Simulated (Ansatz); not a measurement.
# C4H12BN: basis-set convergence

Aim: see how fast density functionals converge with the basis set for C4H12BN.

Computed with Ansatz 0.2.0, Gaussian basis. Level: one geometry, several basis sets.

The runs, in order: PBE0-D4/def2-SVP; ωB97M-V/def2-SVP; PBE0-D4/def2-QZVPP; ωB97M-V/def2-QZVPP; the functionals' def2-TZVPP values are taken from earlier runs.

1 further run of the same task is left out (it didn't finish). Runs told in other sessions of the task aren't counted.

## (1) The geometry

All runs share one geometry, relaxed beforehand with PBE0-D4 in a triple-zeta def2 set.

SMILES `BN(CC)CC`, 18 atoms, charge 0, spin multiplicity 1.

Atoms are counted from 1 here; the program's logs count them from 0.

Bond lengths: B1–N2 1.385 Å, B1–H7 1.198 Å, B1–H8 1.199 Å, N2–C3 1.460 Å, N2–C5 1.453 Å, C3–C4 1.519 Å, C3–H9 1.095 Å, C3–H10 1.093 Å, C4–H11 1.093 Å, C4–H12 1.091 Å, C4–H13 1.092 Å, C5–C6 1.519 Å, C5–H14 1.091 Å, C5–H15 1.098 Å, C6–H16 1.092 Å, C6–H17 1.093 Å, C6–H18 1.092 Å. Angles: N2–B1–H7 119.3°, N2–B1–H8 118.9°, H7–B1–H8 121.8°, B1–N2–C3 121.6°, B1–N2–C5 122.7°, C3–N2–C5 115.7°, N2–C3–C4 113.7°, N2–C3–H9 108.5°, N2–C3–H10 108.4°, C4–C3–H9 110.2°, C4–C3–H10 109.1°, H9–C3–H10 106.7°, C3–C4–H11 110.4°, C3–C4–H12 111.7°, C3–C4–H13 110.1°, H11–C4–H12 108.3°, H11–C4–H13 108.2°, H12–C4–H13 108.0° and more.

## (2) PBE0-D4 in def2-SVP

in.yaml reads:

```yaml
crystal:
  periodic: [false, false, false]
  atoms:
    - {symbol: B, position_ang: [-1.618567, -0.933222, -0.830341]}
    - {symbol: N, position_ang: [-0.565998, -0.588933, 0.000978]}
    - {symbol: C, position_ang: [0.813543, -0.937363, -0.326694]}
    - {symbol: C, position_ang: [1.442123, -0.027355, -1.367465]}
    - {symbol: C, position_ang: [-0.756473, 0.122548, 1.253563]}
    - {symbol: C, position_ang: [-0.140787, 1.510466, 1.287836]}
    - {symbol: H, position_ang: [-2.733659, -0.617152, -0.527322]}
    - {symbol: H, position_ang: [-1.387313, -1.545856, -1.834780]}
    - {symbol: H, position_ang: [1.404393, -0.920922, 0.595007]}
    - {symbol: H, position_ang: [0.832445, -1.966725, -0.692589]}
    - {symbol: H, position_ang: [2.468735, -0.339158, -1.576964]}
    - {symbol: H, position_ang: [1.461294, 1.012375, -1.036814]}
    - {symbol: H, position_ang: [0.875089, -0.074451, -2.299484]}
    - {symbol: H, position_ang: [-1.831702, 0.192617, 1.424775]}
    - {symbol: H, position_ang: [-0.339339, -0.479750, 2.071238]}
    - {symbol: H, position_ang: [-0.540366, 2.131680, 0.483084]}
    - {symbol: H, position_ang: [-0.367227, 1.995217, 2.240516]}
    - {symbol: H, position_ang: [0.946307, 1.477285, 1.187156]}
basis:
  gaussian: {orbitals: def2-SVP}
hamiltonian: {xc: pbe0, dispersion: d4}
output: {orbitals: {seedname: orbitals}}
```

Started as:

```
ansatz run in.yaml --threads 4 --pin off --events-out ev --progress --plain --max-ram 11315MiB
```

Standard output:

```text
Functional definition: PBE0
  name "PBE0"
  cite "Adamo & Barone, J. Chem. Phys. 110, 6158 (1999) doi:10.1063/1.478522"
  cite "Perdew, Burke & Ernzerhof, Phys. Rev. Lett. 77, 3865 (1996) doi:10.1103/PhysRevLett.77.3865"
  parent pbe
  parameter a = 0.25
  parameter kappa = 0.804
  parameter beta = 0.06672455060314922
  exchange = (1 - a)*pbe_x(kappa = kappa, mu = beta*pi^2/3) + a*exact_x
  correlation = pbe_c(beta = beta)
1654 factors; their error is unknown
mean field evaluation 1: about -6489.9221 eV, gradient 5.7e1 eV
mean field evaluation 2: about -6485.8852 eV, gradient 7.1e1 eV
mean field evaluation 4: about -6498.1845 eV, gradient 3.0e0 eV
mean field evaluation 8: about -6498.2045 eV, gradient 4.3e-2 eV
mean field evaluation 16: about -6498.1715 eV, gradient 3.4e-5 eV
mean field -6498.17146062 eV, -238.8033965591 hartree, gradient 3.4e-5 eV, S^2 0.000000; 0 other end points of the search recorded, 0 dependent functions left out
reference -6498.17149151 eV, -238.8033976940 hartree; 24, 24 occupied and 120, 120 virtual orbitals, 1654 factors
Total energy: -6498.48725779 eV, -238.8150018908 hartree
```

Wall time 1.4 s (4 threads of Intel Xeon Platinum 8375C at 2.90GHz, shared host).

## (3) ωB97M-V in def2-SVP

Edit in.yaml of step 2 so:

```diff
@@ -23,3 +23,3 @@
   gaussian: {orbitals: def2-SVP}
-hamiltonian: {xc: pbe0, dispersion: d4}
+hamiltonian: {xc: {name: wB97M-V}}
 output: {orbitals: {seedname: orbitals}}
```

Same command.

Standard output (excerpt; [...] marks lines left out):

```text
Functional definition: wB97M-V
  name "wB97M-V"
  cite "Mardirossian & Head-Gordon, J. Chem. Phys. 144, 214110 (2016) doi:10.1063/1.4952647"
  cite "Becke, J. Chem. Phys. 107, 8554 (1997) doi:10.1063/1.475007"
  cite "Vydrov & Van Voorhis, J. Chem. Phys. 133, 244103 (2010) doi:10.1063/1.3521275"
  # Of w^i u^j: cxij and so on, Table III.
[...]
  gx(w, u) = 1 - cx + cx01*u + cx10*w
  gss(w, u) = css00 + css04*u^4 + css10*w + css20*w^2 + css43*w^4*u^3
  gos(w, u) = cos00 + cos10*w + (cos20 + cos21*u)*w^2 + (cos60 + cos61*u)*w^6
[...]
      + integral(e_c_pw_mod_opposite_spin*gos(b97_w_opposite, b97_u_opposite)) + vv10(b, c)
1654 factors; their error is unknown
436 factors; integrals over basis functions are off by at most 1.1e-5 eV
[...]
mean field -6502.24462000 eV, -238.9530824052 hartree, gradient 5.5e-6 eV, S^2 0.000000; 0 other end points of the search recorded, 0 dependent functions left out
reference -6502.24466924 eV, -238.9530842150 hartree; 24, 24 occupied and 120, 120 virtual orbitals, 1654 factors
Total energy: -6502.24466924 eV, -238.9530842150 hartree
```

Wall time 4.3 s (4 threads of Intel Xeon Platinum 8375C at 2.90GHz, shared host).

## (4) PBE0-D4 in def2-QZVPP

Edit in.yaml of step 3 so:

```diff
@@ -22,4 +22,4 @@
 basis:
-  gaussian: {orbitals: def2-SVP}
-hamiltonian: {xc: {name: wB97M-V}}
+  gaussian: {orbitals: "def2-QZVPP.json"}
+hamiltonian: {xc: pbe0, dispersion: d4}
 output: {orbitals: {seedname: orbitals}}
```

Same command.

Standard output:

```text
Functional definition: PBE0
  name "PBE0"
  cite "Adamo & Barone, J. Chem. Phys. 110, 6158 (1999) doi:10.1063/1.478522"
  cite "Perdew, Burke & Ernzerhof, Phys. Rev. Lett. 77, 3865 (1996) doi:10.1103/PhysRevLett.77.3865"
  parent pbe
  parameter a = 0.25
  parameter kappa = 0.804
  parameter beta = 0.06672455060314922
  exchange = (1 - a)*pbe_x(kappa = kappa, mu = beta*pi^2/3) + a*exact_x
  correlation = pbe_c(beta = beta)
1824 factors; their error is unknown
mean field evaluation 1: about -6491.8823 eV, gradient 7.7e1 eV
mean field evaluation 2: about -6478.2502 eV, gradient 1.1e2 eV
mean field evaluation 4: about -6505.5105 eV, gradient 6.0e0 eV
mean field evaluation 8: about -6505.5806 eV, gradient 4.3e-1 eV
mean field evaluation 16: about -6505.5780 eV, gradient 2.4e-4 eV
mean field -6505.57798642 eV, -239.0755813619 hartree, gradient 5.0e-5 eV, S^2 0.000000; 0 other end points of the search recorded, 0 dependent functions left out
reference -6505.57803535 eV, -239.0755831601 hartree; 24, 24 occupied and 678, 678 virtual orbitals, 1824 factors
Total energy: -6505.89380164 eV, -239.0871873570 hartree
```

Wall time 13 s (4 threads of Intel Xeon Platinum 8375C at 2.90GHz, shared host); peak memory 3.1 GiB.

## (5) ωB97M-V in def2-QZVPP

Edit in.yaml of step 4 so:

```diff
@@ -23,3 +23,3 @@
   gaussian: {orbitals: "def2-QZVPP.json"}
-hamiltonian: {xc: pbe0, dispersion: d4}
+hamiltonian: {xc: {name: wB97M-V}}
 output: {orbitals: {seedname: orbitals}}
```

The command is unchanged.

Standard output (excerpt; [...] marks lines left out):

```text
Functional definition: wB97M-V
  name "wB97M-V"
  cite "Mardirossian & Head-Gordon, J. Chem. Phys. 144, 214110 (2016) doi:10.1063/1.4952647"
  cite "Becke, J. Chem. Phys. 107, 8554 (1997) doi:10.1063/1.475007"
  cite "Vydrov & Van Voorhis, J. Chem. Phys. 133, 244103 (2010) doi:10.1063/1.3521275"
  # Of w^i u^j: cxij and so on, Table III.
[...]
  gx(w, u) = 1 - cx + cx01*u + cx10*w
  gss(w, u) = css00 + css04*u^4 + css10*w + css20*w^2 + css43*w^4*u^3
  gos(w, u) = cos00 + cos10*w + (cos20 + cos21*u)*w^2 + (cos60 + cos61*u)*w^6
[...]
      + integral(e_c_pw_mod_opposite_spin*gos(b97_w_opposite, b97_u_opposite)) + vv10(b, c)
1824 factors; their error is unknown
567 factors; integrals over basis functions are off by at most 9.0e-6 eV
[...]
mean field -6510.09360440 eV, -239.2415272619 hartree, gradient 2.0e-5 eV, S^2 0.000000; 0 other end points of the search recorded, 0 dependent functions left out
reference -6510.09368278 eV, -239.2415301421 hartree; 24, 24 occupied and 678, 678 virtual orbitals, 1824 factors
Total energy: -6510.09368278 eV, -239.2415301421 hartree
```

Run time: 24 s. Hardware: 4 threads of Intel Xeon Platinum 8375C at 2.90GHz, shared host; peak memory 3.9 GiB.

## (6) Functionals by basis

The def2-TZVPP values come from earlier runs at the same geometry.

| functional | basis | functions | energy (eV) | from the largest (eV) | HOMO (eV) | LUMO (eV) |
| --- | --- | --- | --- | --- | --- | --- |
| PBE0-D4 | def2-SVP | 144 | -6498.4873 | 7.407 | -7.27 | 0.40 |
| PBE0-D4 | def2-TZVPP | 354 | -6505.5141 | 0.380 | -7.29 | 0.13 |
| PBE0-D4 | def2-QZVPP | 702 | -6505.8938 | 0.000 | -7.30 | 0.02 |
| ωB97M-V | def2-SVP | 144 | -6502.2447 | 7.849 | -9.57 | 2.39 |
| ωB97M-V | def2-TZVPP | 354 | -6509.7231 | 0.371 | -9.60 | 1.84 |
| ωB97M-V | def2-QZVPP | 702 | -6510.0937 | 0.000 | -9.61 | 1.46 |

## (7) Summary of results

| quantity | value |
| --- | --- |
| PBE0-D4: double and triple zeta above quadruple | 7.41, 0.38 eV |
| ωB97M-V: double and triple zeta above quadruple | 7.85, 0.37 eV |

In words: PBE0-D4 gains 7.03 eV from double to triple zeta, then 0.38 eV more. These are total energies; as a rule much of such shifts cancels in differences, which this series doesn't test. The LUMO of ωB97M-V is positive and keeps falling with the basis (2.39 to 1.46 eV): an unbound level that the basis holds in place.

For PBE0-D4 the largest set took about 9 times as long as the smallest (13 s against 1.4 s).
